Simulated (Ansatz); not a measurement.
**C₂Cl₃F₃: small, medium and large basis sets**

How large a basis does C₂Cl₃F₃ need? Two functionals are run in growing sets.

The runs use Ansatz 0.2.0, Gaussian basis; one geometry, several basis sets.

Plan: PBE0-D4/def2-SVP; ωB97M-V/def2-SVP; PBE0-D4/def2-QZVPP; ωB97M-V/def2-QZVPP; the functionals' def2-TZVPP values are taken from earlier runs.

## Step 1: The geometry

The geometry comes from an earlier relaxation with PBE0-D4 in a triple-zeta def2 set; it is a stationary point, not always the lowest conformer.

SMILES `FC(F)(F)C(Cl)(Cl)Cl`, 8 atoms, charge 0, spin multiplicity 1.

Atoms are counted from 1 here; the program's logs count them from 0.

Bond lengths: F1–C2 1.326 Å, C2–F3 1.326 Å, C2–F4 1.326 Å, C2–C5 1.557 Å, C5–Cl6 1.759 Å, C5–Cl7 1.759 Å, C5–Cl8 1.759 Å. Angles: F1–C2–F3 108.6°, F1–C2–F4 108.6°, F1–C2–C5 110.3°, F3–C2–F4 108.6°, F3–C2–C5 110.3°, F4–C2–C5 110.3°, C2–C5–Cl6 108.5°, C2–C5–Cl7 108.5°, C2–C5–Cl8 108.5°, Cl6–C5–Cl7 110.4°, Cl6–C5–Cl8 110.4°, Cl7–C5–Cl8 110.4°.

## Step 2: PBE0-D4 in def2-SVP

in.yaml

```yaml
crystal:
  periodic: [false, false, false]
  atoms:
    - {symbol: F, position_ang: [0.586509, -1.690322, -0.100818]}
    - {symbol: C, position_ang: [0.251372, -0.509665, -0.601935]}
    - {symbol: F, position_ang: [-0.726851, -0.685312, -1.479207]}
    - {symbol: F, position_ang: [1.301439, -0.006022, -1.235246]}
    - {symbol: C, position_ang: [-0.206981, 0.450630, 0.534973]}
    - {symbol: Cl, position_ang: [-0.638804, 1.997362, -0.181701]}
    - {symbol: Cl, position_ang: [1.123452, 0.648844, 1.667728]}
    - {symbol: Cl, position_ang: [-1.598036, -0.262614, 1.340408]}
basis:
  gaussian: {orbitals: def2-SVP}
hamiltonian: {xc: pbe0, dispersion: d4}
output: {orbitals: {seedname: orbitals}}
```

Command:

```
$ ansatz run in.yaml --threads 2 --pin off --events-out ev --progress --plain --max-ram 22528MiB --backend cpu
```

The runs that follow: ωB97M-V in def2-SVP; PBE0-D4 in def2-QZVPP; ωB97M-V in def2-QZVPP.

Q: Predict the results of all the runs planned. Wanted: PBE0-D4: double and triple zeta above quadruple; ωB97M-V: double and triple zeta above quadruple.

As calculated:

| quantity | value |
| --- | --- |
| PBE0-D4: double and triple zeta above quadruple | 26.81, 1.60 eV |
| ωB97M-V: double and triple zeta above quadruple | 26.77, 1.51 eV |

PBE0-D4 gains 25.21 eV from double to triple zeta, then 1.60 eV more. Total energies overstate the basis error of differences, where much of it tends to cancel. The LUMO of ωB97M-V is positive and keeps falling with the basis (2.02 to 0.95 eV): an unbound level that the basis holds in place.
